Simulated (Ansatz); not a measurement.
# CH9B2GaSi: basis-set convergence

The task here is to estimate one member of a computed series from the others.

Computed with Ansatz 0.2.0, Gaussian basis. Level: one geometry, several basis sets.

Plan: PBE0-D4/def2-SVP; ωB97M-V/def2-SVP; PBE0-D4/def2-QZVPP; ωB97M-V/def2-QZVPP; the functionals' def2-TZVPP values are taken from earlier runs.

## Structure used throughout

An earlier PBE0-D4 in a triple-zeta def2 set relaxation fixed the geometry.

14 atoms, charge 0, spin multiplicity 1.

Atoms are counted from 1 here; the program's logs count them from 0.

Bond lengths: B1–B2 1.536 Å, B1–Ga3 2.172 Å, B1–H6 1.194 Å, B1–H7 1.229 Å, B2–Ga3 2.422 Å, B2–C4 1.509 Å, Ga3–H8 1.581 Å, Ga3–H9 1.570 Å, C4–Si5 1.903 Å, C4–H10 1.094 Å, C4–H11 1.096 Å, Si5–H12 1.483 Å, Si5–H13 1.483 Å, Si5–H14 1.485 Å. Angles: B2–B1–Ga3 79.5°, B2–B1–H6 129.4°, B2–B1–H7 112.0°, Ga3–B1–H6 108.7°, Ga3–B1–H7 81.5°, H6–B1–H7 118.6°, B1–B2–Ga3 61.9°, B1–B2–C4 173.5°, Ga3–B2–C4 117.1°, B1–Ga3–B2 38.6°, B1–Ga3–H8 127.9°, B1–Ga3–H9 112.6°, B2–Ga3–H8 96.9°, B2–Ga3–H9 143.6°, H8–Ga3–H9 118.0°, B2–C4–Si5 106.8°, B2–C4–H10 115.6°, B2–C4–H11 111.4° and more.

The first run:

in.yaml reads:

```yaml
crystal:
  periodic: [false, false, false]
  atoms:
    - {symbol: B, position_ang: [-0.775372, 0.744137, 1.707495]}
    - {symbol: B, position_ang: [-0.271664, -0.390271, 0.802368]}
    - {symbol: Ga, position_ang: [-1.899517, 1.156465, -0.105121]}
    - {symbol: C, position_ang: [0.332294, -1.391001, -0.152518]}
    - {symbol: Si, position_ang: [1.863844, -0.563513, -0.921787]}
    - {symbol: H, position_ang: [-1.534795, 0.699461, 2.627693]}
    - {symbol: H, position_ang: [-0.265664, 1.824456, 1.418482]}
    - {symbol: H, position_ang: [-1.378275, 1.128672, -1.597573]}
    - {symbol: H, position_ang: [-3.272236, 1.860339, 0.183937]}
    - {symbol: H, position_ang: [-0.319112, -1.718516, -0.967661]}
    - {symbol: H, position_ang: [0.727680, -2.264088, 0.379132]}
    - {symbol: H, position_ang: [1.522022, 0.769871, -1.473163]}
    - {symbol: H, position_ang: [2.912690, -0.420456, 0.116659]}
    - {symbol: H, position_ang: [2.358094, -1.435565, -2.017943]}
basis:
  gaussian: {orbitals: def2-SVP}
hamiltonian: {xc: pbe0, dispersion: d4}
output: {orbitals: {seedname: orbitals}}
```

Launch:

```
> ansatz run in.yaml --threads 2 --pin off --events-out ev --progress --plain --max-ram 32768MiB --backend cpu
```

Steps of the session up to this table: PBE0-D4 in def2-SVP; ωB97M-V in def2-SVP; PBE0-D4 in def2-QZVPP; ωB97M-V in def2-QZVPP.

One of the session's tables, all rows but one given; the rest of the session is left out.

| functional | basis | HOMO (eV) | LUMO (eV) |
| --- | --- | --- | --- |
| PBE0-D4 | def2-SVP | -6.59 | -1.54 |
| PBE0-D4 | def2-TZVPP | -6.62 | -1.59 |
| PBE0-D4 | def2-QZVPP | -6.62 | -1.61 |
| ωB97M-V | def2-SVP | -8.57 | 0.25 |
| ωB97M-V | def2-TZVPP | -8.62 | 0.15 |
| ωB97M-V | def2-QZVPP | ? | ? |

**Question.** Estimate the row for ωB97M-V, def2-QZVPP.

As computed: HOMO (eV): -8.62; LUMO (eV): 0.03.
